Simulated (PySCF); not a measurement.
**Ga₃: structure of the quartet**

Aim: relax Ga₃ as a quartet from a obtuse triangle start, check by its vibrations whether the end is a minimum, and collect its spectrum and constants.

Program: PySCF 2.14.0. Level of theory: PBE0, basis Ga def2-TZVP, no relativity, density fitting. These are calculated values, not measurements.

## (1) The starting structure

3 atoms, charge 0, spin multiplicity 4.

Bond lengths: Ga1–Ga2 2.441 Å, Ga1–Ga3 2.441 Å. Angles: Ga2–Ga1–Ga3 104.9°.

```xyz
3
charge 0 multiplicity 4
Ga    0.0000    0.0000    0.0000
Ga    1.9344    1.4880    0.0000
Ga   -1.9344    1.4880    0.0000
```

## (2) First SCF at the start

The steps below are one call of a driver around PySCF. For each, scf.py gives the equivalent set-up of the SCF; relaxations use the driver's own optimiser. After this first run the driver tries any further starts and a stability analysis.

Contents of scf.py:

```python
from pyscf import gto, scf, dft
mol = gto.M(atom='''
Ga     0.000000     0.000000     0.000000
Ga     1.934400     1.488000     0.000000
Ga    -1.934400     1.488000     0.000000''',
    basis={'Ga': 'def2-TZVP'},
    charge=0, spin=3)
mf = dft.UKS(mol, xc='PBE0')
mf.grids.atom_grid = (50, 194)
aux = {'Ga': 'def2-universal-JKFIT'}
mf = mf.density_fit(auxbasis=aux)
mf.conv_tol = 1e-08
mf.diis_space = 10
mf.max_cycle = 60
mf.init_guess = 'minao'
mf.verbose = 4
mf.kernel()
```

Run with:

```bash
OMP_NUM_THREADS=4 python axn.py task.json out
```

Log:

```text
init E= -5772.42016006027
[... the frontier-level lines of each cycle are left out ...]
cycle= 1 E= -5773.69423319508  delta_E= -1.27  |g|= 0.74  |ddm|= 1.26
cycle= 2 E= -5773.6458719884  delta_E= 0.0484  |g|= 0.94  |ddm|= 0.773
cycle= 3 E= -5773.77413070874  delta_E= -0.128  |g|= 0.0138  |ddm|= 0.43
cycle= 4 E= -5773.7742517609  delta_E= -0.000121  |g|= 0.00906  |ddm|= 0.029
cycle= 5 E= -5773.77430354112  delta_E= -5.18e-05  |g|= 0.00154  |ddm|= 0.0141
cycle= 6 E= -5773.77430869442  delta_E= -5.15e-06  |g|= 0.000893  |ddm|= 0.00603
cycle= 7 E= -5773.77430957111  delta_E= -8.77e-07  |g|= 0.000391  |ddm|= 0.00194
cycle= 8 E= -5773.77430990507  delta_E= -3.34e-07  |g|= 0.000131  |ddm|= 0.0016
cycle= 9 E= -5773.77430994537  delta_E= -4.03e-08  |g|= 0.000111  |ddm|= 0.000611
cycle= 10 E= -5773.77430996477  delta_E= -1.94e-08  |g|= 1.7e-05  |ddm|= 0.000343
cycle= 11 E= -5773.77430996579  delta_E= -1.03e-09  |g|= 7.26e-06  |ddm|= 8.86e-05
Extra cycle  E= -5773.77430996586  delta_E= -6.73e-11  |g|= 7.68e-06  |ddm|= 2.16e-05
converged SCF energy = -5773.77430996586  <S^2> = 3.7551845  2S+1 = 4.0025914
```

This step, with its further starts and checks, needed 27 s of wall time on 4 threads of Arm Neoverse V1, shared host.

The starts that the driver tried:

```tsv
start	energy (Eh)
the minimal-basis guess	-5773.774310
a thermally smeared density	-5773.774310
a smeared PBE density	-5773.774310
```

No lower solution of this spin turned up from the other starts or in the test of internal stability.

## (3) Relaxation: obtuse triangle start, quartet

The program finds C2v symmetry in the start, which this walk keeps.

Changes to scf.py since step 2:

```diff
@@ -3,3 +3,3 @@
-Ga     0.000000     0.000000     0.000000
-Ga     1.934400     1.488000     0.000000
-Ga    -1.934400     1.488000     0.000000''',
+Ga     0.000000    -0.992000     0.000000
+Ga     1.934400     0.496000     0.000000
+Ga    -1.934400     0.496000     0.000000''',
@@ -15 +14,0 @@
-mf.init_guess = 'minao'
```

The optimiser's trace:

```tsv
step	energy (Eh)	change (kJ/mol)	largest symmetric gradient (Eh/bohr)
0	-5773.774310	0.00	0.01660
1	-5773.776197	-4.96	0.01092
2	-5773.778446	-10.86	0.00425
3	-5773.778925	-12.12	0.00540
4	-5773.779915	-14.72	0.00655
5	-5773.780930	-17.38	0.00787
6	-5773.781668	-19.32	0.00299
7	-5773.781747	-19.53	0.00097
8	-5773.781761	-19.56	0.00005
```

The walk took 51 s.

Geometry (Å) and forces (eV/Å) at some steps:

```
step 0
Ga   0.000  -0.992   0.000   0.000  -0.854   0.000
Ga   1.934   0.496   0.000   0.347   0.427   0.000
Ga  -1.934   0.496   0.000  -0.347   0.427   0.000
step 1
Ga   0.000  -1.045   0.000   0.000  -0.562   0.000
Ga   1.924   0.523   0.000   0.139   0.281   0.000
Ga  -1.924   0.523   0.000  -0.139   0.281   0.000
step 4
Ga   0.000  -1.329   0.000   0.000   0.337   0.000
Ga   1.720   0.664   0.000  -0.303  -0.168   0.000
Ga  -1.720   0.664   0.000   0.303  -0.168   0.000
step 8
Ga   0.000  -1.368   0.000   0.000   0.000   0.000
Ga   1.539   0.684   0.000   0.002   0.000   0.000
Ga  -1.539   0.684   0.000  -0.002   0.000   0.000
```

After 8 steps and 19.6 kJ/mol it ends at C2v: Ga–Ga 2.564 Å (×2); Ga–Ga–Ga 73.7°.

## (4) Is it a minimum? Harmonic modes

The point is checked on the finer grid, and tightened if its gradient asks for it. The Hessian and the dipole derivatives come from central differences of analytic gradients, with steps of 0.02 bohr.

Changes to scf.py since step 3:

```diff
@@ -3,3 +3,3 @@
-Ga     0.000000    -0.992000     0.000000
-Ga     1.934400     0.496000     0.000000
-Ga    -1.934400     0.496000     0.000000''',
+Ga     0.000000    -1.368614     0.000000
+Ga     1.539027     0.684307     0.000000
+Ga    -1.539027     0.684307     0.000000''',
@@ -9 +9 @@
-mf.grids.atom_grid = (50, 194)
+mf.grids.atom_grid = (75, 302)
@@ -12 +12 @@
-mf.conv_tol = 1e-08
+mf.conv_tol = 1e-10
```

This SCF starts from the last density.

SCF at the final geometry:

```text
init E= -5773.78161841832
[... the frontier-level lines of each cycle are left out ...]
cycle= 1 E= -5773.78161841832  delta_E=    0  |g|= 4.57e-06  |ddm|= 8.73e-06
Extra cycle  E= -5773.7816184183  delta_E= 2.18e-11  |g|= 7.88e-06  |ddm|= 1.24e-05
converged SCF energy = -5773.7816184183  <S^2> = 3.7563304  2S+1 = 4.003164
```

The whole step took 83 s.

Geometry: C2v; Ga–Ga 2.566 Å (×2); Ga–Ga–Ga 73.7°.

Modes, for the most abundant isotopes:

| symmetry | ω (cm⁻¹) | IR (km/mol) | type |
| --- | --- | --- | --- |
| a1 | 71 | 0.4 | bend |
| b2 | 180 | 8.5 | stretch |
| a1 | 189 | 0.8 | stretch |

No imaginary mode, so this is a minimum.

Properties at this point:

```
Dipole moment                                                   : 0.33 D
Highest occupied level                                          : -4.72 eV
Lowest empty level                                              : -2.78 eV
Rotational constants                                            : 0.08705, 0.05163, 0.03241 cm⁻¹
Zero-point energy                                               : 2.6 kJ/mol
Principal polarisabilities                                      : 83.9, 149.3, 181.7 bohr³
Atomisation energy without zero-point energy                    : 329 kJ/mol
Principal traceless quadrupole moments about the centre of mass : -0.74, 0.26, 0.48 D Å
Entropy at 298.15 K and 1 bar (electronic part: spin only)      : 337.9 J/(mol K)
Heat capacity Cp at 298.15 K                                    : 57.1 J/(mol K)
Enthalpy at 298.15 K above 0 K                                  : 15.06 kJ/mol
Rotational symmetry number                                      : 2
Spin squared ⟨S²⟩                                               : 3.756
```

Charges (e) and bond orders:

| atom | Mulliken | Löwdin | polar tensor | spin (Mulliken) | Mayer order to Ga1 |
| --- | --- | --- | --- | --- | --- |
| Ga1 | -0.09 | -0.11 | -0.22 | 1.10 | – |
| Ga2,3 | 0.04 | 0.06 | 0.11 | 0.95 | 1.01 |

Mulliken populations on Ga1: s 7.74, p 13.28, d 10.06, f 0.00.

## (5) Outcome

| quantity | value |
| --- | --- |
| minimum | quartet, C2v |
| geometry | Ga–Ga 2.566 Å (×2); Ga–Ga–Ga 73.7° |
| wavenumbers (cm⁻¹) | 71 (a1), 180 (b2), 189 (a1) |
| dipole moment | 0.33 D |
| highest occupied, lowest empty level (either spin) | -4.72, -2.78 eV |
| polar-tensor charge of Ga1 | -0.22 e |
| zero-point energy | 2.6 kJ/mol |
| entropy at 298.15 K | 337.9 J/(mol K) |
| atomisation energy (no zero-point energy) | 329 kJ/mol |
| ⟨S²⟩ | 3.756 |

What this shows: The molecule stays C2v, as typed, and the end point is a minimum. In the infrared the band at 180 cm⁻¹ (b2, stretch) leads. Other starts or spin states, not run here, may lie lower.

The search up to here took 2.7 min.
